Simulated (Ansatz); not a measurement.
**C₃F₆: taking an electron away**

An exercise on one series of results from a longer session: the logs are not shown, and one member is left open.

The runs use Ansatz 0.2.0, Gaussian basis; unrestricted cation, the program's frozen cores in correlated methods.

Plan: UKS PBE-D4/def2-TZVPP; UKS r2SCAN-D4/def2-TZVPP; UKS PBE0-D4/def2-TZVPP; UKS B3LYP-D4/def2-TZVPP; UKS wB97X-V/def2-TZVPP; UKS wB97M-V/def2-TZVPP; UKS B2PLYP/def2-TZVPP; UHF-CCSD(T)/def2-TZVPP; UHF-MP2/def2-QZVPP; extrapolation to the limit; then −ε(HOMO) from the neutral's earlier runs with LDA (SPW92), PBE-D4, revPBE-D4, BLYP-D4, r2SCAN-D4, B97M-V, PBE0-D4, B3LYP-D4, r2SCANh-D4, r2SCAN0-D4, HSE06-D4, BHLYP-D4, CAM-B3LYP-D4, LC-ωPBE, ωB97X-V, ωB97M-V.

## The relaxed structure

An earlier PBE0-D4 in a triple-zeta def2 set relaxation fixed the geometry.

9 atoms, charge 0, spin multiplicity 1.

Atoms are counted from 1 here; the program's logs count them from 0.

Bond lengths: F1–C2 1.301 Å, C2–F3 1.303 Å, C2–C4 1.326 Å, C4–F5 1.331 Å, C4–C6 1.496 Å, C6–F7 1.328 Å, C6–F8 1.336 Å, C6–F9 1.336 Å. Angles: F1–C2–F3 112.0°, F1–C2–C4 125.6°, F3–C2–C4 122.4°, C2–C4–F5 119.2°, C2–C4–C6 127.4°, F5–C4–C6 113.4°, C4–C6–F7 111.9°, C4–C6–F8 110.5°, C4–C6–F9 110.5°, F7–C6–F8 108.3°, F7–C6–F9 108.3°, F8–C6–F9 107.1°.

Set-up of the first run:

File in.yaml:

```yaml
crystal:
  periodic: [false, false, false]
  atoms:
    - {symbol: F, position_ang: [1.230090, -1.745115, 0.058498]}
    - {symbol: C, position_ang: [1.081664, -0.650051, -0.627426]}
    - {symbol: F, position_ang: [1.945465, -0.561129, -1.599319]}
    - {symbol: C, position_ang: [0.172624, 0.287968, -0.397082]}
    - {symbol: F, position_ang: [0.135019, 1.361865, -1.182396]}
    - {symbol: C, position_ang: [-0.866373, 0.300901, 0.679276]}
    - {symbol: F, position_ang: [-0.801846, -0.783002, 1.444360]}
    - {symbol: F, position_ang: [-2.090030, 0.367175, 0.147494]}
    - {symbol: F, position_ang: [-0.718216, 1.374987, 1.459594]}
basis:
  gaussian: {orbitals: def2-TZVPP}
total_charge: 1
magnetization: {spin_polarized: true, initial_magnetization: 1}
hamiltonian: {xc: pbe, dispersion: d4}
```

Command:

```
ansatz run in.yaml --threads 2 --pin off --events-out ev --progress --plain --max-ram 32768MiB --backend cuda --devices 0, --max-vram 18GiB
```

Steps of the session up to this table: Cation, UKS PBE-D4/def2-TZVPP; Cation, UKS r2SCAN-D4/def2-TZVPP; Cation, UKS PBE0-D4/def2-TZVPP; Cation, UKS B3LYP-D4/def2-TZVPP; Cation, UKS wB97X-V/def2-TZVPP; Cation, UKS wB97M-V/def2-TZVPP; Cation, UKS B2PLYP (frozen core)/def2-TZVPP; Cation, UHF-CCSD(T)/def2-TZVPP; Cation, UHF-MP2/def2-QZVPP.

One table of the session follows, with a row left open; its other results are not shown here.

For comparison, −ε(HOMO) of the neutral from earlier runs:

```
  functional  −ε(HOMO) (eV)
 LDA (SPW92)           7.09
      PBE-D4           6.82
   revPBE-D4           6.71
     BLYP-D4           6.75
   r2SCAN-D4           7.12
      B97M-V           7.20
     PBE0-D4           8.30
    B3LYP-D4           8.10
  r2SCANh-D4           7.68
  r2SCAN0-D4           8.50
    HSE06-D4           7.89
    BHLYP-D4           9.70
CAM-B3LYP-D4           9.77
     LC-ωPBE          11.05
     ωB97X-V          10.67
     ωB97M-V              ?
```

**Question.** Estimate the row for ωB97M-V.

As computed: −ε(HOMO) (eV): 10.58. In the column «−ε(HOMO) (eV)» it lies between CAM-B3LYP-D4 (9.77) and ωB97X-V (10.67).

Caveats from the session: The cation may have settled in a state other than its lowest; no search over hole states beyond the program's own was made.
